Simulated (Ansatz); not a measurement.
# OsI (Pm-3m) in Ansatz: convergence with smearing width

Aim: find how far smearing width must go before the results for OsI settle, at PBEsol. This setting moves, with any that are tied to it; all else stays.

Everything below comes from runs of Ansatz 0.2.0. Logs are shortened: lines on timing, memory, paths and dates and some standing lists are left out, and cuts for length are marked.

**1. The crystal as given**

It takes space group Pm-3m (No. 221, cubic). The conventional cell has a = 3.840 Å, b = 3.840 Å, c = 3.840 Å, α = 90.00°, β = 90.00°, γ = 90.00°. Around Os (site symmetry m-3m) lie 8 I at 3.33 Å. I (site symmetry m-3m) is surrounded by 8 Os at 3.33 Å.

The cell was built by a generator and needn't be a form met in nature.

**2. With smearing width 0.3 eV**

input.yaml

```yaml
crystal:
  lattice:
    - [3.840466, 0.0, 0.0]
    - [0.0, 3.840466, 0.0]
    - [0.0, 0.0, 3.840466]
  atoms:
    - { symbol: Os, position: [0.5, 0.5, 0.5] }
    - { symbol: I, position: [0.0, 0.0, 0.0] }
hamiltonian:
  xc: pbesol
  pseudopotentials: { kind: paw_fr }
magnetization:
  noncollinear: true
  spin_orbit: true
kpoints:
  mp_grid: { grid: [6, 6, 6] }
scf:
  occupations: { method: gaussian, width: 0.3 }
output:
  forces: true
  stress: true
  eigenvalues: true
```

Potentials or basis: Ansatz PAW.

On the command line:

```bash
$ ansatz run input.yaml --threads 2 --pin off --max-ram 5632MiB --backend cpu --events-out ev --progress --plain --runs-dir out
```

It took 4.2 s on 2 threads of Arm Neoverse V2, shared host; peak memory 0.48 GiB.

Results:

| Quantity | Value |
| --- | --- |
| Free energy | -18709.6782 eV |
| Pressure | -19.5 GPa |
| Band gap on the k mesh | none (metal or under the smearing width) |

**3. With smearing width 0.2 eV**

Changes to input.yaml since step 2:

```diff
@@ -17,3 +17,3 @@
 scf:
-  occupations: { method: gaussian, width: 0.3 }
+  occupations: { method: gaussian, width: 0.2 }
 output:
```

Potentials or basis: Ansatz PAW.

On the command line:

```bash
$ ansatz run input.yaml --threads 2 --pin off --max-ram 5632MiB --backend cpu --events-out ev --progress --plain --runs-dir out
```

It took 4.2 s on 2 threads of Arm Neoverse V2, shared host; peak memory 0.48 GiB.

Results:

```
Free energy            : -18709.6260 eV
Pressure               : -19.6 GPa
Band gap on the k mesh : none (metal or under the smearing width)
```

**4. With smearing width 0.15 eV**

Changes to input.yaml since step 3:

```diff
@@ -17,3 +17,3 @@
 scf:
-  occupations: { method: gaussian, width: 0.2 }
+  occupations: { method: gaussian, width: 0.15 }
 output:
```

On the command line:

```bash
$ ansatz run input.yaml --threads 2 --pin off --max-ram 5632MiB --backend cpu --events-out ev --progress --plain --runs-dir out
```

Wall time 4.2 s (2 threads of Arm Neoverse V2, shared host); peak memory 0.48 GiB.

What came out:

```
Free energy            : -18709.6057 eV
Pressure               : -19.7 GPa
Band gap on the k mesh : none (metal or under the smearing width)
```

**5. With smearing width 0.1 eV**

Changes to input.yaml since step 4:

```diff
@@ -17,3 +17,3 @@
 scf:
-  occupations: { method: gaussian, width: 0.15 }
+  occupations: { method: gaussian, width: 0.1 }
 output:
```

On the command line:

```bash
$ ansatz run input.yaml --threads 2 --pin off --max-ram 5632MiB --backend cpu --events-out ev --progress --plain --runs-dir out
```

Wall time 3.9 s (2 threads of Arm Neoverse V2, shared host); peak memory 0.48 GiB.

Results:

```
Free energy            : -18709.5895 eV
Pressure               : -19.7 GPa
Band gap on the k mesh : none (metal or under the smearing width)
```

**6. With smearing width 0.05 eV**

Changes to input.yaml since step 5:

```diff
@@ -17,3 +17,3 @@
 scf:
-  occupations: { method: gaussian, width: 0.1 }
+  occupations: { method: gaussian, width: 0.05 }
 output:
```

Potentials or basis: Ansatz PAW.

On the command line:

```bash
$ ansatz run input.yaml --threads 2 --pin off --max-ram 5632MiB --backend cpu --events-out ev --progress --plain --runs-dir out
```

It took 3.9 s on 2 threads of Arm Neoverse V2, shared host; peak memory 0.48 GiB.

The run converged. Its results:

```yaml
Free_energy: -18709.5783 eV
Pressure: -19.8 GPa
Band_gap_on_the_k_mesh: none (metal or under the smearing width)
```

**7. With smearing width 0.025 eV**

Changes to input.yaml since step 6:

```diff
@@ -17,3 +17,3 @@
 scf:
-  occupations: { method: gaussian, width: 0.05 }
+  occupations: { method: gaussian, width: 0.025 }
 output:
```

On the command line:

```bash
$ ansatz run input.yaml --threads 2 --pin off --max-ram 5632MiB --backend cpu --events-out ev --progress --plain --runs-dir out
```

Run time: 3.8 s. Hardware: 2 threads of Arm Neoverse V2, shared host; peak memory 0.48 GiB.

Results (log left out):

| Property | Result |
| --- | --- |
| Free energy | -18709.5750 eV |
| Pressure | -19.9 GPa |
| Band gap on the k mesh | none (metal or under the smearing width) |

**8. With smearing width 0.01 eV**

Changes to input.yaml since step 7:

```diff
@@ -17,3 +17,3 @@
 scf:
-  occupations: { method: gaussian, width: 0.025 }
+  occupations: { method: gaussian, width: 0.01 }
 output:
```

On the command line:

```bash
$ ansatz run input.yaml --threads 2 --pin off --max-ram 5632MiB --backend cpu --events-out ev --progress --plain --runs-dir out
```

It took 3.9 s on 2 threads of Arm Neoverse V2, shared host; peak memory 0.48 GiB.

It converged, with:

```
Free energy            : -18709.5742 eV
Pressure               : -20.0 GPa
Band gap on the k mesh : none (metal or under the smearing width)
```

**9. With smearing width 0.005 eV**

Changes to input.yaml since step 8:

```diff
@@ -17,3 +17,3 @@
 scf:
-  occupations: { method: gaussian, width: 0.01 }
+  occupations: { method: gaussian, width: 0.005 }
 output:
```

Potentials or basis: Ansatz PAW.

On the command line:

```bash
$ ansatz run input.yaml --threads 2 --pin off --max-ram 5632MiB --backend cpu --events-out ev --progress --plain --runs-dir out
```

What it wrote:

```text
Warning: RAYON_NUM_THREADS=2 ignored (pool sized by the plan → 2); use --threads N
Engine: ansatz 0.2.0, aarch64-unknown-linux-gnu
Pseudopotentials: kind: paw_fr
Pseudopotential: Os, paw_fr, valence charge 16, recommended cutoff 420 eV (normal), Os.paw.azcp#standard-fr
Pseudopotential: I, paw_fr, valence charge 17, recommended cutoff 420 eV (normal), I.paw.azcp#standard-fr
Functional definition: PBEsol
  exchange = pbesol_x
  correlation = pbesol_c
non-collinear run that drives no moment, with spin-orbit: no starting moment large enough to seed its density (crystal.atoms[].spin), no starting occupations that ask for one, no magnetisation constraint and no magnetic field, so the semilocal B_xc is pinned to zero
Crystal: 2 atoms, lattice volume = 56.644 Å³
Basis set: ecut = 420 eV, 1141 PW (Γ), exchange–correlation on 54×54×54 points (8 copies of the dense FFT grid, shifted against one another)
Bands: 42, of which v1, the nominal top of the filled ones, is band 33 counted from 1 (32 counted from 0)
Symmetry: 48 space group operations + 48 with time reversal
Magnetic group: BNS 221.93 (UNI 1595), of the structure as read, at distance tolerance 3.8e-5 Å
k-points: 20 of 216
Projection manifold: j_resolved (fully-relativistic pseudo-atomic orbitals)
Non-local potential: Os, projectors of the file, l = 0: 3, l = 1: 4, l = 2: 4, l = 3: 2
Non-local potential: I, projectors of the file, l = 0: 2, l = 1: 4, l = 2: 4, l = 3: 4
PAW form: soft (Blöchl's): semilocal exchange-correlation on the pseudo side does not see the compensation charge
PAW frozen core: Os, regenerated for the run's functional, and the local potential with it (the file was generated under x = pbe(κ = 0.804, μ = 0.2195149727645171), c = pbe(β = 0.06672455060314922))
PAW frozen core: I, regenerated for the run's functional, and the local potential with it (the file was generated under x = pbe(κ = 0.804, μ = 0.2195149727645171), c = pbe(β = 0.06672455060314922))
PAW one-centre angular grid: Os, 590 points (default); XC on 64 Gauss nodes
PAW one-centre angular grid: I, 590 points (default); XC on 64 Gauss nodes
Initial density: superposition of atomic densities (chi_scale 0.1, normalization cell, long waves kept (reshape's long-wave potential 0.00 eV rms))
Initial wavefunctions: pseudopotential atomic-orbital guess
Functional: x = pbesol(κ = 0.804, μ = 0.12345679012345678), c = pbesol(β = 0.046)
SCF iter   1: F=—  HF=-18712.732558 eV  |F-HF|=—  |Δ(HF+E_count)|=         —  Δρ=1.28e-1  dr2=2.43e1  dr2_m=0.00e0 (ungated)  ethr=3.10e-3  |M|=0.00e0 ∫|m|=0.00e0 μB  |m|>n=0.0e0 m-floor=0.0e0 τ_xc=0.0e0  β_m=0.30  ⟨swp⟩=8.9  Hψ=2067  notcnv=0
preconditioner: auto → Resta (q_TF=auto, 2.493 Å⁻¹)  ε∞=9.0  [insulator: Δε(μ)=0.066 eV  Ē_g=6.757 eV  σ=0.005 eV  W_gap=0.63  n_scr=18 (ndim 8)  ℏωp=19.1 eV  f_vac=0.000  D(μ)=23.84/eV (n_scr^D=618)  ε∞_Penn≈9.0]
spin=Noncollinear: Resta preconditioning applied to the charge; magnetization (m_x, m_y, m_z) channels mix plain (no charge-response kernel on spin).
SCF iter   2: F=—  HF=-18709.735693 eV  |F-HF|=—  |Δ(HF+E_count)|=    3.00e0  Δρ=2.01e-2  dr2=5.96e-1  dr2_m=0.00e0 (ungated)  ethr=3.10e-3  |M|=0.00e0 ∫|m|=0.00e0 μB  |m|>n=0.0e0 m-floor=0.0e0 τ_xc=0.0e0  β_m=0.32  ⟨swp⟩=3.0  Hψ=833  notcnv=0  defer=76
SCF iter   3: F=—  HF=-18709.626168 eV  |F-HF|=—  |Δ(HF+E_count)|=   1.10e-1  Δρ=1.24e-2  dr2=1.73e-1  dr2_m=0.00e0 (ungated)  ethr=1.81e-3  |M|=0.00e0 ∫|m|=0.00e0 μB  |m|>n=0.0e0 m-floor=0.0e0 τ_xc=0.0e0  β_m=0.60  ⟨swp⟩=1.7  Hψ=519  notcnv=0  defer=70
SCF iter   4: F=—  HF=-18709.578391 eV  |F-HF|=—  |Δ(HF+E_count)|=   4.78e-2  Δρ=5.58e-3  dr2=4.05e-2  dr2_m=0.00e0 (ungated)  ethr=5.23e-4  |M|=0.00e0 ∫|m|=0.00e0 μB  |m|>n=0.0e0 m-floor=0.0e0 τ_xc=0.0e0  β_m=0.80  ⟨swp⟩=2.4  Hψ=600  notcnv=0  defer=70
SCF iter   5: F=—  HF=-18709.574429 eV  |F-HF|=—  |Δ(HF+E_count)|=   3.96e-3  Δρ=1.42e-3  dr2=1.62e-3  dr2_m=0.00e0 (ungated)  ethr=1.23e-4  |M|=0.00e0 ∫|m|=0.00e0 μB  |m|>n=0.0e0 m-floor=0.0e0 τ_xc=0.0e0  β_m=0.74  ⟨swp⟩=2.2  Hψ=548  notcnv=0  defer=68
SCF iter   6: F=—  HF=-18709.574306 eV  |F-HF|=—  |Δ(HF+E_count)|=   1.23e-4  Δρ=9.55e-4  dr2=9.17e-4  dr2_m=0.00e0 (ungated)  ethr=4.90e-6  |M|=0.00e0 ∫|m|=0.00e0 μB  |m|>n=0.0e0 m-floor=0.0e0 τ_xc=0.0e0  β_m=0.87  ⟨swp⟩=1.6  Hψ=475  notcnv=0  defer=68
SCF iter   7: F=—  HF=-18709.574163 eV  |F-HF|=—  |Δ(HF+E_count)|=   1.43e-4  Δρ=1.87e-4  dr2=4.89e-5  dr2_m=0.00e0 (ungated)  ethr=2.78e-6  |M|=0.00e0 ∫|m|=0.00e0 μB  |m|>n=0.0e0 m-floor=0.0e0 τ_xc=0.0e0  β_m=0.85  ⟨swp⟩=2.0  Hψ=500  notcnv=0  defer=68
SCF iter   8: F=—  HF=-18709.574147 eV  |F-HF|=—  |Δ(HF+E_count)|=   1.52e-5  Δρ=4.45e-5  dr2=2.80e-6  dr2_m=0.00e0 (ungated)  ethr=1.48e-7  |M|=0.00e0 ∫|m|=0.00e0 μB  |m|>n=0.0e0 m-floor=0.0e0 τ_xc=0.0e0  β_m=0.92  ⟨swp⟩=2.1  Hψ=493  notcnv=0  defer=68
SCF iter   9: F=-18709.574147 eV  HF=-18709.574147 eV  |F-HF|=1.58e-8  |Δ(HF+E_count)|=   4.30e-7  Δρ=6.45e-6  dr2=2.65e-8  dr2_m=0.00e0 (ungated)  ethr=3.03e-10  |M|=0.00e0 ∫|m|=0.00e0 μB  |m|>n=0.0e0 m-floor=0.0e0 τ_xc=0.0e0  ⟨swp⟩=11.7  Hψ=2100  notcnv=0
SCF 1 converged in 9 iterations: F = -18709.574147 eV  dr2 = 2.65e-8
SCF converged after 9 iterations
Magnetization: |M| = 0.0000 μB,  M = (+0.0000, +0.0000, +0.0000) μB
Absolute magnetization: 0.0000 μB (∫|m|)
  site 0: m = (+0.0000, +0.0000, +0.0000) μB, |m| = 0.0000 μB  (R = 1.37 Å)
  site 1: m = (+0.0000, +0.0000, +0.0000) μB, |m| = 0.0000 μB  (R = 1.37 Å)
Free energy (F): -18709.574147 eV
Harris-Foulkes:  -18709.574147 eV  (|F-HF|=1.58e-8)
Internal energy: -18709.574094 eV  (E = F + TS)
E sigma→0 (E₀):  -18709.574120 eV
Entropy (-TS):   -0.000053 eV (-0.027 meV/atom)
Fermi energy:    11.004533 eV
--- Per-component energies (eV) ---
  E_band       = -600.197831
  E_kinetic    = 747.881204
  E_local      = -3010.598636  (includes V_loc(G=0)·N_el)
  E_nonlocal   = -97.703166
  E_hartree    = 1393.085018
  E_xc         = -385.768248
  E_vxc        = -403.318503  (∫ρ·V_xc dr)
  E_paw        = -13640.343635  (= ΣΔE_a)
  E_vpaw       = -622.636011  (= ΣTr[D̂ρ^β])
  E_aug_tail   = -0.000044  (compensation charges beyond the density's cutoff)
  E_ewald      = -3716.795483
  E_core_change = 0.668896  (= ΣΔE_core)
  E_smearing   = -0.000053  (= −TS)
  E_closure    = -0.000000  (closes the sum)
  Σ components = -18709.574147   (vs F -18709.574147, Δ=0.00e0)
--- Forces (eV/Å), atoms counted from 1 ---
  atom   1  Os    -0.00000000     0.00000000    -0.00000000
  atom   2  I      0.00000000     0.00000000    -0.00000000
  max |Σ_I F_I| component: 1.64e-29 eV/Å
--- Stress (GPa, compression-positive) ---
      -19.972267      -0.000000       0.000000
        0.000000     -19.972267       0.000000
        0.000000       0.000000     -19.972267
  P = ⅓ Tr σ = -19.9723 GPa (-199.723 kbar)
--- Band table (eV; the first three rows and the last of 20) ---
  k-point 0: bands = ["-74.1630", "-74.1630", "-42.6360", "-42.6360", "-36.2050", "-36.2050", "-36.2050", "-36.2050", "-34.4888", "-34.4888", "-34.4888", "-34.4888", "-34.4832", "-34.4832", "-30.4085", "-30.4085", "-30.4085", "-30.4085", "-3.2285", "-3.2285", "7.7645", "7.7645", "8.9477", "8.9477", "8.9477", "8.9477", "8.9699", "8.9699", "8.9699", "8.9699", "9.4325", "9.4325", "10.4659", "10.4659", "10.4659", "10.4659", "10.9715", "10.9715", "17.5696", "17.5696", "17.5696", "17.5696"]
  k-point 1: bands = ["-74.1630", "-74.1630", "-42.6363", "-42.6363", "-36.2050", "-36.2050", "-36.2048", "-36.2048", "-34.4888", "-34.4888", "-34.4885", "-34.4885", "-34.4833", "-34.4833", "-30.4106", "-30.4106", "-30.4082", "-30.4082", "-3.1020", "-3.1020", "6.6899", "6.6899", "8.0568", "8.0568", "8.7065", "8.7065", "9.0885", "9.0885", "9.4285", "9.4285", "10.5743", "10.5743", "10.7318", "10.7318", "11.0254", "11.0254", "11.2407", "11.2407", "17.2649", "17.2649", "17.7921", "17.7921"]
  k-point 2: bands = ["-74.1629", "-74.1629", "-42.6368", "-42.6368", "-36.2050", "-36.2050", "-36.2045", "-36.2045", "-34.4889", "-34.4889", "-34.4878", "-34.4878", "-34.4835", "-34.4835", "-30.4148", "-30.4148", "-30.4076", "-30.4076", "-2.8200", "-2.8200", "5.1407", "5.1407", "7.8006", "7.8006", "8.4115", "8.4115", "9.2381", "9.2381", "10.2814", "10.2814", "10.6795", "10.6795", "11.3484", "11.3484", "11.8976", "11.8976", "12.3812", "12.3812", "15.9580", "15.9580", "16.6777", "16.6777"]
  k-point 19: bands = ["-74.1627", "-74.1627", "-42.6390", "-42.6390", "-36.2042", "-36.2042", "-36.2042", "-36.2042", "-34.4869", "-34.4869", "-34.4869", "-34.4869", "-34.4843", "-34.4843", "-30.4191", "-30.4191", "-30.4191", "-30.4191", "-1.8582", "-1.8582", "5.5894", "5.5894", "6.1460", "6.1460", "6.1460", "6.1460", "10.9446", "10.9446", "10.9446", "10.9446", "12.1980", "12.1980", "12.1987", "12.1987", "12.2540", "12.2540", "12.2540", "12.2540", "12.6404", "12.6404", "13.0306", "13.0306"]
```

Run time: 3.9 s. Hardware: 2 threads of Arm Neoverse V2, shared host; peak memory 0.48 GiB.

What came out:

```yaml
Free_energy: -18709.5741 eV
Pressure: -20.0 GPa
Band_gap_on_the_k_mesh: none (metal or under the smearing width)
```

**10. The series at a glance**

```csv
smearing width,"energy less the tightest run, at zero smearing (meV/atom)",pressure (GPa),SCF cycles,CPU time (s),peak memory (GiB)
0.3 eV,-6.79,-19.49,10,8.2,0.48
0.2 eV,-3.76,-19.64,10,8.2,0.48
0.15 eV,-2.07,-19.69,10,8.2,0.48
0.1 eV,-0.75,-19.74,9,7.5,0.48
0.05 eV,0.00,-19.82,9,7.4,0.48
0.025 eV,0.08,-19.90,9,7.4,0.48
0.01 eV,0.01,-19.97,9,7.5,0.48
0.005 eV,0.00,-19.97,9,7.5,0.48
```

Against the tightest run, the energy stays within 1 meV/atom from 0.1 eV on; the pressure stays within 0.1 GPa from 0.025 eV on. Narrower smearing needs a denser k mesh, so at a fixed mesh the narrowest width isn't the most accurate. The tightest run that finished is the yardstick and may itself not be fully converged.

Caveats: so large a pressure means that the cell lies far from this level's equilibrium, or that cutoff or potentials fall short; the PAW data sets come from PBE, with cores solved anew for the run's functional, which leaves a small shift of forces and pressure.
